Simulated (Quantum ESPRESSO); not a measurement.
# B7N (P-6m2) in Quantum ESPRESSO: reference runs

Aim: a first look at B7N with PBE, on the cell as given.

Program: Quantum ESPRESSO 7.5. These are calculated values, not measurements. Logs are shortened: lines on timing, memory, paths and dates and some standing lists are left out, and cuts for length are marked.

**1. Starting point**

Symmetry: P-6m2, No. 187, hexagonal system. Conventional cell: a = 4.879 Å, b = 4.879 Å, c = 3.945 Å, α = 90.00°, β = 90.00°, γ = 120.00°. Around B (site symmetry mm2) lie 10 B at 2.42 to 2.45 Å and 2 N at 2.44 Å. Around B (site symmetry mm2) lie 10 B at 2.36 to 2.52 Å and 2 N at 2.40 Å. Around B (site symmetry -6m2) lie 12 B at 2.42 to 2.44 Å. N (site symmetry -6m2) is surrounded by 12 B at 2.40 to 2.44 Å.

The cell was built by a generator and needn't be a form met in nature.

**2. Single point, PBE**

Input file pw.in:

```
&CONTROL
  calculation = 'scf'
  prefix = 'pwscf'
  outdir = './tmp'
  pseudo_dir = './pseudo'
  tprnfor = .true.
  tstress = .true.
  disk_io = 'nowf'
/
&SYSTEM
  ibrav = 0
  nat = 8
  ntyp = 2
  ecutwfc = 60
  ecutrho = 480
  nbnd = 20
  occupations = 'smearing'
  smearing = 'fd'
  degauss = 0.00367493
/
&ELECTRONS
  conv_thr = 1.6d-09
  electron_maxstep = 120
  mixing_beta = 0.5
/
ATOMIC_SPECIES
B     10.8100 b_pbe_v1.4.uspp.F.UPF
N     14.0070 N.pbe-n-radius_5.UPF
CELL_PARAMETERS angstrom
   4.8790806100    0.0000000000    0.0000000000
  -2.4395403000    4.2254077500    0.0000000000
   0.0000000000    0.0000000000    3.9452574500
ATOMIC_POSITIONS crystal
B      0.1659236600    0.3318473300    0.0000000000
B      0.1659236600    0.8340763400    0.0000000000
B      0.6681526700    0.8340763400    0.0000000000
B      0.9896346700    0.4948173400    0.5000000000
B      0.5051826600    0.4948173400    0.5000000000
B      0.5051826600    0.0103653300    0.5000000000
B      0.0000000000    0.0000000000    0.5000000000
N      0.6666666700    0.3333333300    0.0000000000
K_POINTS automatic
6 6 7 0 0 0
```

Potentials or basis: SSSP 1.3 efficiency PBE.

The run is started by

```bash
> OMP_NUM_THREADS=1 pw.x -in pw.in > pw.out
```

pw.out:

```text
This program is part of the open-source Quantum ESPRESSO suite
     for quantum simulation of materials; please cite
[... 9 lines left out ...]
     --------------------
     sticks:   dense  smooth     PW     G-vecs:    dense   smooth      PW
     Sum        2815    1405    409                97461    34453    5323

     Using Slab Decomposition

     bravais-lattice index     =            0
     lattice parameter (alat)  =       9.2201  a.u.
     unit-cell volume          =     548.8815 (a.u.)^3
     number of atoms/cell      =            8
     number of atomic types    =            2
     number of electrons       =        26.00
     number of Kohn-Sham states=           20
     kinetic-energy cutoff     =      60.0000  Ry
     charge density cutoff     =     480.0000  Ry
     scf convergence threshold =      1.6E-09
     mixing beta               =       0.5000
     number of iterations used =            8  plain     mixing
     Exchange-correlation= PBE
                           (   1   4   3   4   0   0   0)

     celldm(1)=   9.220126  celldm(2)=   0.000000  celldm(3)=   0.000000
     celldm(4)=   0.000000  celldm(5)=   0.000000  celldm(6)=   0.000000

     crystal axes: (cart. coord. in units of alat)
               a(1) = (   1.000000   0.000000   0.000000 )
               a(2) = (  -0.500000   0.866025   0.000000 )
               a(3) = (   0.000000   0.000000   0.808607 )

     reciprocal axes: (cart. coord. in units 2 pi/alat)
               b(1) = (  1.000000  0.577350 -0.000000 )
               b(2) = (  0.000000  1.154701  0.000000 )
               b(3) = (  0.000000 -0.000000  1.236695 )

     PseudoPot. # 1 for B  read from file:
     b_pbe_v1.4.uspp.F.UPF
     Pseudo is Ultrasoft + core correction, Zval =  3.0
     Generated by new atomic code, or converted to UPF format
     Using radial grid of  781 points,  4 beta functions with:
                l(1) =   0
                l(2) =   0
                l(3) =   1
                l(4) =   1
     Q(r) pseudized with  8 coefficients,  rinner =    1.100   1.100   1.100

     PseudoPot. # 2 for N  read from file:
     N.pbe-n-radius_5.UPF
     Pseudo is Ultrasoft + core correction, Zval =  5.0
     Generated using "atomic" code by A. Dal Corso  v.5.1
     Using radial grid of 1085 points,  4 beta functions with:
                l(1) =   0
                l(2) =   0
                l(3) =   1
                l(4) =   1
     Q(r) pseudized with 0 coefficients

     atomic species   valence    mass     pseudopotential
     B                 3.00    10.81000     B ( 1.00)
     N                 5.00    14.00700     N ( 1.00)

     12 Sym. Ops. (no inversion) found

   Cartesian axes

     site n.     atom                  positions (alat units)
         1        B      tau(   1) = (  -0.0000000   0.2873882   0.0000000  )
         2        B      tau(   2) = (  -0.2511145   0.7223313   0.0000000  )
         3        B      tau(   3) = (   0.2511145   0.7223313   0.0000000  )
         4        B      tau(   4) = (   0.7422260   0.4285244   0.4043034  )
         5        B      tau(   5) = (   0.2577740   0.4285244   0.4043034  )
         6        B      tau(   6) = (   0.5000000   0.0089766   0.4043034  )
         7        B      tau(   7) = (   0.0000000   0.0000000   0.4043034  )
         8        N      tau(   8) = (   0.5000000   0.2886751   0.0000000  )

     number of k points=    28  Fermi-Dirac smearing, width (Ry)=  0.0037
                       cart. coord. in units 2pi/alat
        k(    1) = (   0.0000000   0.0000000   0.0000000), wk =   0.0079365
        k(    2) = (   0.0000000   0.0000000   0.1766707), wk =   0.0158730
        k(    3) = (   0.0000000   0.0000000   0.3533415), wk =   0.0158730
        k(    4) = (   0.0000000   0.0000000   0.5300122), wk =   0.0158730
        k(    5) = (   0.0000000   0.1924501   0.0000000), wk =   0.0476190
        k(    6) = (   0.0000000   0.1924501   0.1766707), wk =   0.0952381
[... 20 lines left out ...]
        k(   27) = (   0.3333333   0.5773503   0.3533415), wk =   0.0317460
        k(   28) = (   0.3333333   0.5773503   0.5300122), wk =   0.0317460

     Dense  grid:    97461 G-vectors     FFT dimensions: (  72,  72,  54)

     Smooth grid:    34453 G-vectors     FFT dimensions: (  45,  45,  40)

     Initial potential from superposition of free atoms

     starting charge      25.9980, renormalised to      26.0000
     Starting wfcs are   32 randomized atomic wfcs

     Self-consistent Calculation

     iteration #  1     ecut=    60.00 Ry     beta= 0.50
     Davidson diagonalization with overlap
     ethr =  1.00E-02,  avg # of iterations =  2.0

     Threshold (ethr) on eigenvalues was too large:
     Diagonalizing with lowered threshold

     Davidson diagonalization with overlap
     ethr =  8.91E-04,  avg # of iterations =  1.0

     total energy              =     -63.27442152 Ry
     estimated scf accuracy    <       0.22460686 Ry

     iteration #  2     ecut=    60.00 Ry     beta= 0.50
     Davidson diagonalization with overlap
     ethr =  8.64E-04,  avg # of iterations =  3.6

     total energy              =     -63.23583601 Ry
     estimated scf accuracy    <       1.47268249 Ry

     iteration #  3     ecut=    60.00 Ry     beta= 0.50
     Davidson diagonalization with overlap
     ethr =  8.64E-04,  avg # of iterations =  3.0

     total energy              =     -63.38339129 Ry
     estimated scf accuracy    <       0.00553286 Ry
[... 40 lines left out ...]
     total energy              =     -63.38670845 Ry
     estimated scf accuracy    <       0.00000001 Ry

     iteration # 10     ecut=    60.00 Ry     beta= 0.50
     Davidson diagonalization with overlap
     ethr =  4.32E-11,  avg # of iterations =  3.9

     total energy              =     -63.38670846 Ry
     estimated scf accuracy    <       0.00000001 Ry

     iteration # 11     ecut=    60.00 Ry     beta= 0.50
     Davidson diagonalization with overlap
     ethr =  4.24E-11,  avg # of iterations =  1.8

     End of self-consistent calculation

          k = 0.0000 0.0000 0.0000 (  4315 PWs)   bands (ev):

    -8.3671  -4.0106   0.2071   0.2071   0.4994   0.4994   0.5052   0.8286
     1.3854   5.0058   5.1475   6.1943   6.1943   7.0752   7.0752   7.6428
     8.2735   8.2735   9.2584   9.6180

          k = 0.0000 0.0000 0.1767 (  4309 PWs)   bands (ev):

    -8.2639  -4.0220  -0.5967   0.3460   0.3460   0.6393   0.6393   0.6591
     2.9249   3.7683   5.5361   5.5361   5.9417   5.9417   6.0138   7.3194
     8.9120   8.9120  10.0414  10.0414

          k = 0.0000 0.0000 0.3533 (  4296 PWs)   bands (ev):

    -7.9954  -4.1716  -1.6448   0.7353   0.7353   1.0452   1.0452   1.0878
     2.1099   4.3242   4.3242   4.5175   4.5175   4.6437   5.6341   8.8563
     9.1105   9.1105  11.4293  11.5590
[... 43 lines left out ...]
          k = 0.0000 0.3849 0.3533 (  4308 PWs)   bands (ev):

    -7.7311  -4.0858  -2.3211  -1.1716  -0.5157   0.2026   1.9748   2.4356
     2.8169   4.3303   5.6065   5.7183   6.6241   6.7364   7.0101   8.0323
     8.1092   9.1939   9.6302   9.6379

          k = 0.0000 0.3849 0.5300 (  4304 PWs)   bands (ev):

    -7.5221  -3.8060  -2.5781  -1.3771  -0.3666   0.2319   0.8951   1.2829
     3.1493   4.8427   5.3683   5.8025   6.3725   6.8984   7.6960   8.1239
     8.3851   9.4591   9.5740  10.4835

          k = 0.0000-0.5774 0.0000 (  4308 PWs)   bands (ev):

    -7.9010  -4.7387  -2.7181  -1.3158   0.7561   2.1917   2.9907   3.1684
     4.2493   4.4685   4.7499   5.5047   5.5379   5.7307   6.3432   6.4624
     7.7341   8.4256   9.6666  10.3236

          k = 0.0000-0.5774 0.1767 (  4310 PWs)   bands (ev):

    -7.8226  -4.5746  -2.6544  -1.1601  -0.0672   1.0761   2.7446   3.7154
     3.7429   4.6430   5.2015   5.4755   5.5179   5.9096   7.3366   7.7467
     7.8515   8.4009   9.2300   9.5829

          k = 0.0000-0.5774 0.3533 (  4312 PWs)   bands (ev):

    -7.6279  -4.0833  -2.6301  -0.8401  -0.6957  -0.6666   1.8444   2.4153
     3.8136   5.0574   5.5972   6.3549   6.5414   7.4929   7.5484   7.9725
     8.2747   8.7885   8.9681   9.2623

          k = 0.0000-0.5774 0.5300 (  4304 PWs)   bands (ev):

    -7.4471  -3.2698  -2.8545  -2.1218  -0.7442   0.0642   0.7268   1.1397
     4.3002   5.3932   6.0409   6.4951   7.0662   7.3607   7.6336   8.0128
     8.3178   9.1436   9.6088   9.7789

          k = 0.1667 0.2887 0.0000 (  4321 PWs)   bands (ev):

    -8.1011  -4.3924  -2.3959  -0.7235   0.8700   1.3972   1.5886   3.5061
     3.7502   4.1204   4.2884   5.3235   5.5262   6.8017   6.8524   7.1336
     7.7001   9.0542   9.4966   9.6419

          k = 0.1667 0.2887 0.1767 (  4306 PWs)   bands (ev):

    -8.0103  -4.2965  -2.2360  -1.0509   0.3598   1.0125   2.1949   2.9357
     3.1462   4.1320   4.7471   5.6681   5.8937   6.1355   7.1018   7.2604
     8.6268   8.7466   9.4391   9.6504

          k = 0.1667 0.2887 0.3533 (  4305 PWs)   bands (ev):
[... 47 lines left out ...]
          k = 0.3333 0.5774 0.3533 (  4299 PWs)   bands (ev):

    -7.5806  -3.5989  -3.3871  -1.7705  -0.2080   0.0046   1.9180   2.7271
     3.4227   4.6680   6.1018   6.1178   6.1769   7.6215   8.0856   8.5297
     8.5518   8.5839   9.4199   9.8740

          k = 0.3333 0.5774 0.5300 (  4317 PWs)   bands (ev):

    -7.4118  -2.7855  -2.5738  -2.3564  -1.6513  -1.4371   2.4251   3.1036
     3.6462   4.0920   5.3663   5.3780   7.4232   7.8556   8.1880   8.6033
    10.0421  10.0890  10.1614  10.2718

     the Fermi energy is     6.4348 ev

!    total energy              =     -63.38670846 Ry
     estimated scf accuracy    <          3.5E-10 Ry
     smearing contrib. (-TS)   =      -0.00179773 Ry
     internal energy E=F+TS    =     -63.38491073 Ry

     The total energy is F=E-TS. E is the sum of the following terms:
     one-electron contribution =      15.88797777 Ry
     hartree contribution      =       4.91660542 Ry
     xc contribution           =     -23.65926175 Ry
     ewald contribution        =     -60.53023218 Ry

     convergence has been achieved in  11 iterations

     Forces acting on atoms (cartesian axes, Ry/au):

     atom    1 type  1   force =     0.00000000    0.00092348    0.00000000
     atom    2 type  1   force =     0.00079976   -0.00046174   -0.00000000
     atom    3 type  1   force =    -0.00079976   -0.00046174    0.00000000
     atom    4 type  1   force =    -0.01166772   -0.00673636   -0.00000000
     atom    5 type  1   force =     0.01166772   -0.00673636   -0.00000000
     atom    6 type  1   force =     0.00000000    0.01347272    0.00000000
     atom    7 type  1   force =     0.00000000    0.00000000    0.00000000
     atom    8 type  2   force =     0.00000000    0.00000000    0.00000000

     Total force =     0.023390     Total SCF correction =     0.000012

     Computing stress (Cartesian axis) and pressure

          total   stress  (Ry/bohr**3)                   (kbar)     P=     -380.40
  -0.00270479   0.00000000   0.00000000         -397.89        0.00        0.00
   0.00000000  -0.00270479  -0.00000000            0.00     -397.89       -0.00
   0.00000000  -0.00000000  -0.00234821            0.00       -0.00     -345.43

=------------------------------------------------------------------------------=
   JOB DONE.
=------------------------------------------------------------------------------=
```

Wall time 36 s (1 thread of Intel Xeon 6975P-C (Granite Rapids), shared host); peak memory 0.19 GiB.

What came out:

```yaml
Free_energy: -862.4201 eV
Pressure: -38.0 GPa
Largest_force: 0.346 eV/Å
Band_gap_on_the_k_mesh: none (metal or under the smearing width)
```

Forces in eV/Å, atoms in the order of the input:
```
B    0.000  0.024  0.000
B    0.021 -0.012  0.000
B   -0.021 -0.012  0.000
B   -0.300 -0.173  0.000
B    0.300 -0.173  0.000
B    0.000  0.346  0.000
B    0.000  0.000  0.000
N    0.000  0.000  0.000
```

Stress tensor (GPa, compression positive):
```
-39.79   0.00   0.00
  0.00 -39.79   0.00
  0.00   0.00 -34.54
```

Caveat: a pressure of tens of GPa on the cell as given is suspect, and the run, the potentials or the cell itself is likely at fault.
